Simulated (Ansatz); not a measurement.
# SnBi3: the cost of one run

Method: DFT PBEsol, scalar-relativistic, plane waves, PAW, in Ansatz 0.2.0.

1 further run of the same task is left out (set aside as unsound or not needed).

## Step 1: Starting point

Symmetry: I4/mmm, No. 139, tetragonal system. Conventional cell: a = 4.657 Å, b = 4.657 Å, c = 10.925 Å, α = 90.00°, β = 90.00°, γ = 90.00°. Sn (site symmetry 4/mmm) has 12 Bi at 3.29 to 3.59 Å as nearest neighbours. Bi (site symmetry 4/mmm) has 4 Sn at 3.29 Å and 8 Bi at 3.59 Å as nearest neighbours. Bi (site symmetry -4m2) is surrounded by 8 Bi at 3.29 to 3.59 Å and 4 Sn at 3.59 Å.

Coordinates:

```xyz
4
Lattice="-2.3284 2.3284 5.4626 2.3284 -2.3284 5.4626 2.3284 2.3284 -5.4626" Properties=species:S:1:pos:R:3 pbc="T T T"
Sn    0.0000    0.0000    0.0000
Bi    0.0000    0.0000    5.4626
Bi    2.3284    0.0000    2.7313
Bi    0.0000    2.3284    2.7313
```

It goes back to an entry of the Materials Project, which need not be the stable form.

This cell was relaxed beforehand with the same method: volume 29.62 Å³/atom, gap on the mesh none (metal).

## Step 2: Volume × 0.97

File input.yaml:

```yaml
crystal:
  lattice:
    - [-2.3049024125, 2.3049024125, 5.4073732628]
    - [2.3049024125, -2.3049024125, 5.4073732628]
    - [2.3049024125, 2.3049024125, -5.4073732628]
  atoms:
    - { symbol: Sn, position: [0.0, 0.0, 0.0] }
    - { symbol: Bi, position: [0.5, 0.5, 0.0] }
    - { symbol: Bi, position: [0.25, 0.75, 0.5] }
    - { symbol: Bi, position: [0.75, 0.25, 0.5] }
basis:
  ecutwfc: 420
kpoints:
  mp_grid: { grid: [12, 12, 12] }
hamiltonian:
  xc: pbesol
scf:
  occupations: { method: gaussian, width: 0.1 }
output:
  forces: true
  stress: true
  eigenvalues: true
relax:
  adjacent_minimum: "off"
  f_tol: 0.01
  max_steps: 30
  cell: { stress_tol: 0.1, fix: [volume] }
```

On the command line:

```
$ ansatz run input.yaml --threads 1 --pin off --max-ram 2560MiB --backend cpu --events-out ev --progress --plain --runs-dir out
```

**Question.** How long does this run take on 1 thread of Intel Xeon Platinum 8488C (Sapphire Rapids), shared host, and how much memory does it need?

About 94 s, with a peak of 0.82 GiB.
